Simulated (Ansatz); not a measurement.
# Sn3GeO8: the cost of one run

Program: Ansatz 0.2.0. Level of theory: DFT PBEsol, scalar-relativistic, plane waves, PAW. These are calculated values, not measurements.

That is the level of the relaxation; later steps name their own.

2 further runs of the same task are left out: 2 set aside as unsound or not needed.

## (1) Starting point

The structure is orthorhombic, space group Immm (No. 71). The conventional cell has a = 6.263 Å, b = 6.626 Å, c = 6.642 Å, α = 90.00°, β = 90.00°, γ = 90.00°. Ge (site symmetry mmm) has 6 O at 1.92 to 1.97 Å as nearest neighbours. Around Sn (site symmetry mmm) lie 6 O at 2.01 to 2.08 Å. Sn (site symmetry 2mm) has 6 O at 2.04 to 2.08 Å as nearest neighbours. O (site symmetry m2m) has 1 Ge at 1.97 Å and 2 Sn at 2.06 Å as nearest neighbours. O (site symmetry m2m) is surrounded by 3 Sn at 2.01 to 2.04 Å. O (site symmetry m) has 1 Ge at 1.92 Å and 2 Sn at 2.08 Å as nearest neighbours.

Structure file:

```
Ge Sn O
1.0
    -0.00553    4.69083   -3.13150
     0.00553   -4.69083   -3.13150
    -4.69083    0.00553    3.13150
Ge Sn O
1 3 8
Direct
  0.50000 0.50000 0.00000
  0.00000 0.00000 0.00000
  0.24952 0.74952 0.50000
  0.75048 0.25048 0.50000
  0.50000 0.20247 0.70247
  0.00000 0.69684 0.69684
  0.54560 0.73278 0.81281
  0.08003 0.26722 0.81281
  0.50000 0.79753 0.29753
  0.00000 0.30316 0.30316
  0.91997 0.73278 0.18719
  0.45440 0.26722 0.18719
```

It is the result of an earlier relaxation at this level (volume 11.48 Å³/atom; gap on the mesh: 0.92 eV).

## (2) Band edges over the whole zone

The input, input.yaml:

```yaml
crystal:
  lattice:
    - [-0.0055282822, 4.6908283928, -3.1314976739]
    - [0.0055282822, -4.6908283928, -3.1314976739]
    - [-4.6908283928, 0.0055282822, 3.1314976739]
  atoms:
    - { symbol: Ge, position: [0.5, 0.5, 0.0] }
    - { symbol: Sn, position: [0.0, 0.0, 0.0] }
    - { symbol: Sn, position: [0.2495189494, 0.7495189494, 0.5] }
    - { symbol: Sn, position: [0.7504810506, 0.2504810506, 0.5] }
    - { symbol: O, position: [0.5, 0.2024680555, 0.7024680555] }
    - { symbol: O, position: [0.0, 0.6968409295, 0.6968409295] }
    - { symbol: O, position: [0.5455958075, 0.7327839376, 0.8128118699] }
    - { symbol: O, position: [0.0800279323, 0.2672160624, 0.8128118699] }
    - { symbol: O, position: [0.5, 0.7975319445, 0.2975319445] }
    - { symbol: O, position: [0.0, 0.3031590705, 0.3031590705] }
    - { symbol: O, position: [0.9199720677, 0.7327839376, 0.1871881301] }
    - { symbol: O, position: [0.4544041925, 0.2672160624, 0.1871881301] }
basis:
  ecutwfc: 420
kpoints:
  mp_grid: { grid: [6, 6, 6] }
  band_path: { path: [VBM, CBM], npoints: 2 }
hamiltonian:
  xc: pbesol
scf:
  occupations: { method: gaussian, width: 0.02 }
output:
  forces: true
  stress: true
  eigenvalues: true
```

Started as:

```sh
ansatz run input.yaml --threads 4 --pin off --max-ram 10240MiB --backend cpu --events-out ev --progress --plain --runs-dir out
```

**Question.** How long does this run take on 4 threads of Intel Xeon at 2.50GHz (Skylake/Cascade Lake), shared host, and how much memory does it need?

About 24 s, with a peak of 0.75 GiB.
